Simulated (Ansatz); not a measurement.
# SrSbO3 and its elements: a formation energy from the elements

Computed with Ansatz 0.2.0, Python API.

Interactive session:
```pycon
>>> from collections import Counter
>>> import ansatz as az
>>> import numpy as np
>>> import pandas as pd
>>> PHASES = {
...     "SrSbO3": (
...         [[4.208672, 0.0, 0.0], [0.0, 4.208672, 0.0], [0.0, 0.0, 4.208672]],
...         [
...             ("Sr", [0.0, 0.0, 0.0]),
...             ("Sb", [0.5, 0.5, 0.5]),
...             ("O", [0.5, 0.5, 0.0]),
...             ("O", [0.5, 0.0, 0.5]),
...             ("O", [0.0, 0.5, 0.5]),
...         ],
...     ),
...     "Sr": (
...         [[0.0, 3.04235, 3.04235], [3.04235, 0.0, 3.04235], [3.04235, 3.04235, 0.0]],
...         [
...             ("Sr", [0.0, 0.0, 0.0]),
...         ],
...     ),
...     "Sb": (
...         [[2.1542, 1.24372795, 3.758], [-2.1542, 1.24372795, 3.758], [0.0, -2.4874559, 3.758]],
...         [
...             ("Sb", [0.23349, 0.23349, 0.23349]),
...             ("Sb", [0.76651, 0.76651, 0.76651]),
...         ],
...     ),
...     "O2": (
...         [[9.0, 0.0, 0.0], [0.0, 9.5, 0.0], [0.0, 0.0, 10.0]],
...         [
...             ("O", [0.5, 0.5, 0.4385]),
...             ("O", [0.5, 0.5, 0.5615]),
...         ],
...     ),
... }
>>> def build(vectors, sites):
...     crystal = az.Crystal(lattice=az.Lattice.of(vectors))
...     for symbol, position in sites:
...         crystal = crystal.atom(symbol, position)
...     return crystal
...
>>> POLARISED = {"O2"}
>>> GASES = {"O2"}
>>> def ground_state(name, crystal):
...     calc = crystal.calculation()
...     calc = calc.functional("pbesol")
...     calc = calc.basis(530)
...     calc = calc.eigensolver("davidson")
...     calc = calc.scf(algorithm="direct_min").kpoints(spacing=0.3)
...     calc = calc.occupations("fermi_dirac", width=0.05)
...     calc = calc.stress()
...     if name in POLARISED:
...         calc = calc.spin("collinear")
...     if name in GASES:
...         return calc.kpoints(1, 1, 1).relax(force_tolerance=0.02).run()
...     calc = calc.relax(force_tolerance=0.02, cell=True)
...     return calc.run()
...
>>> def counts(outcome):
...     return Counter(site.symbol for site in outcome.lattice.sites)
...
>>> def formation_energy(outcome, mu):
...     n = counts(outcome)
...     return (outcome.report["energy_sigma0_ev"] - sum(k * mu[element] for element, k in n.items())) / sum(n.values())
...
>>> def volume_per_atom(outcome):
...     return abs(np.linalg.det(outcome.lattice.cell_ang)) / len(outcome.lattice.sites)
...
>>> phases = {name: build(*cell) for name, cell in PHASES.items()}
>>> phases["O2"] = phases["O2"].moments(O=1.0)
>>> done = {name: ground_state(name, crystal) for name, crystal in phases.items()}
DeckWarning: output.stress: scf.convergence.dr2_threshold = 1e-7 eV (the SCF's general default) is looser than the 2e-10 eV advised for a printed stress (1e-10 eV for each atom of the cell: 2). What an SCF threshold leaves in a stress goes as its square root, and in the free energy as the threshold itself, and one [...]
>>> # energy of one atom in its reference phase
>>> references = {"Sr": "Sr", "Sb": "Sb", "O": "O2"}
>>> mu = {element: done[name].report["energy_sigma0_ev"] / len(done[name].lattice.sites) for element, name in references.items()}
>>> target = done["SrSbO3"]
>>> heat = formation_energy(target, mu)
>>> rows = [(name, len(o.lattice.sites), volume_per_atom(o), formation_energy(o, mu)) for name, o in done.items()]
>>> print(pd.DataFrame(rows, columns=["phase", "atoms", "V (A^3/atom)", "E_form (eV/atom)"]).round(4).to_string(index=False))
 phase  atoms  V (A^3/atom)  E_form (eV/atom)
SrSbO3      5       14.5283           -1.9918
    Sr      1       52.1810            0.0000
    Sb      2       30.1962            0.0000
    O2      2      427.5000            0.0000
```

What to keep in mind:
- These settings explore the input space; cutoff and mesh may be short of convergence.
- The magnetic order follows from the starting moments and needn't be the lowest.
- For the metals among these phases the mesh is modest: differences between phases can be off by up to 40 meV an atom.
- The cells come from databases of deposited and of computed structures, and not all need be stable phases.
- Warnings are shown shortened and without file and line.
- The compound is the structure given, not necessarily its lowest; energies are at zero temperature, with no correction for gases. Magnetic phases start from parallel moments and may not end in their lowest magnetic state. A semilocal functional's error on such energies is often 0.05 to 0.1 eV an atom, and 0.1 to 0.3 eV against gases such as O2 or F2.
- Wall time of the script: 79 s on 1 thread of Intel(R) Xeon(R) 6975P-C (Granite Rapids), with other jobs on the host, peak memory 0.92 GiB.

(Lines on the test bed's own set-up are left out of the output.)
